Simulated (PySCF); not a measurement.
# LaO(OH): other functionals and bases at one geometry

How far do other levels of theory move the description of LaO(OH), and what does each cost? The species was built from a template and needn't be a known compound.

Program: PySCF 2.14.0. Level of theory: several levels, as the steps say, no spin–orbit coupling. These are calculated values, not measurements.

1 further run of the same task is left out (for a known fault of the program).

**1. The starting structure**

4 atoms, charge 0, spin multiplicity 1.

Bond lengths: La1–O2 1.947 Å, La1–O3 2.195 Å, La1–H4 2.972 Å, O3–H4 0.961 Å. Angles: O2–La1–O3 108.9°, O2–La1–H4 96.2°, O3–La1–H4 12.7°, La1–O3–H4 137.0°, La1–H4–O3 30.2°.

Geometry (Å):

```
atom     x (Å)     y (Å)     z (Å)
 La1   0.00023  -0.03839  -0.50024
  O2   1.29374   0.02849   0.95408
  O3  -2.02439   0.02214   0.34576
  H4  -2.42018   0.07623   1.22025
```

Formal oxidation states: La +3. An earlier session relaxed this geometry at PBE0, La def2-SVP with ECP46, O def2-SVP, H def2-SVP (singlet, point group Cs).

At PBE0 on the finer grid: E = -182.421202 Eh, HOMO -6.08 eV, LUMO -1.67 eV, Mulliken charge on La1 +0.79 e, largest force component 0.008 eV/Å. 

Levels to run: TPSS; revPBE; PBE0, TZVP. Hardware: 2 threads of AMD EPYC 7R43 (Zen 3), shared host.

**2. TPSS**

File run.py (the lines that set the calculation):

```python
mol = gto.M(atom='''
La     0.00023    -0.03839    -0.50024
O      1.29374     0.02849     0.95408
O     -2.02439     0.02214     0.34576
H     -2.42018     0.07623     1.22025''',
    basis={'La': 'def2-SVP', 'O': 'def2-SVP', 'H': 'def2-SVP'},
    ecp={'La': 'def2-SVP'},
    charge=0, spin=0)
mf = dft.RKS(mol, xc='TPSS')
mf.grids.atom_grid = (75, 302)  # f atoms: unpruned, at least (60, 302)
mf = mf.density_fit()  # fitting sets: La def2-universal-JKFIT, O def2-universal-JKFIT, H def2-universal-JKFIT
mf.conv_tol = 1e-08; mf.max_cycle = 55
mf.kernel(dm0)  # dm0: the density of the relaxed state
```

On the command line:

```bash
OMP_NUM_THREADS=2 python run.py
```

**3. revPBE**

Edit run.py (the lines that set the calculation) of step 2 so:

```diff
@@ -8,3 +8,3 @@
     charge=0, spin=0)
-mf = dft.RKS(mol, xc='TPSS')
+mf = dft.RKS(mol, xc='PBE_R,PBE')
 mf.grids.atom_grid = (75, 302)  # f atoms: unpruned, at least (60, 302)
```

**4. PBE0, TZVP**

Basis: La def2-TZVP with ECP46, O def2-TZVP, H def2-TZVP. 

File run.py (the lines that set the calculation):

```python
mol = gto.M(atom='''
La     0.00023    -0.03839    -0.50024
O      1.29374     0.02849     0.95408
O     -2.02439     0.02214     0.34576
H     -2.42018     0.07623     1.22025''',
    basis={'La': 'def2-TZVP', 'O': 'def2-TZVP', 'H': 'def2-TZVP'},
    ecp={'La': 'def2-TZVP'},
    charge=0, spin=0)
mf = dft.RKS(mol, xc='PBE0')
mf.grids.atom_grid = (75, 302)  # f atoms: unpruned, at least (60, 302)
mf = mf.density_fit()  # fitting sets: La def2-universal-JKFIT, O def2-universal-JKFIT, H def2-universal-JKFIT
mf.conv_tol = 1e-08; mf.max_cycle = 55
mf.kernel(dm0)  # dm0: free metal ions and neutral atoms
```

What does the calculation give? Wanted: for each run, HOMO; gap; charge on La1; dipole; largest force.

**Answer**, as computed:

| level | state | HOMO (eV) | gap (eV) | charge on La1 (e) | dipole (D) | largest force (eV/Å) | basis functions | time |
| --- | --- | --- | --- | --- | --- | --- | --- | --- |
| PBE0 (relaxed here) | singlet | -6.08 | 4.41 | 0.79 | 6.14 | 0.01 | 65 | 4.5 s |
| TPSS | singlet | -4.74 | 2.69 | 0.72 | 5.77 | 0.81 | 65 | 3.5 s |
| revPBE | singlet | -4.72 | 2.53 | 0.65 | 5.59 | 0.89 | 65 | 2.5 s |
| PBE0, TZVP | singlet | -6.17 | 4.45 | 1.11 | 6.45 | 0.36 | 108 | 5.3 s |

Times are on 2 threads of AMD EPYC 7R43 (Zen 3), shared host; the first row also made further properties.

In one basis the HOMO–LUMO gap runs from 2.53 eV (revPBE) to 4.41 eV (PBE0). The largest leftover force, 0.89 eV/Å with revPBE, stands at a geometry relaxed at another level. The Mulliken charge on La spans +0.65 to +1.11 e over the levels. Total energies of different levels can't be compared. Spin–orbit coupling is left out throughout.
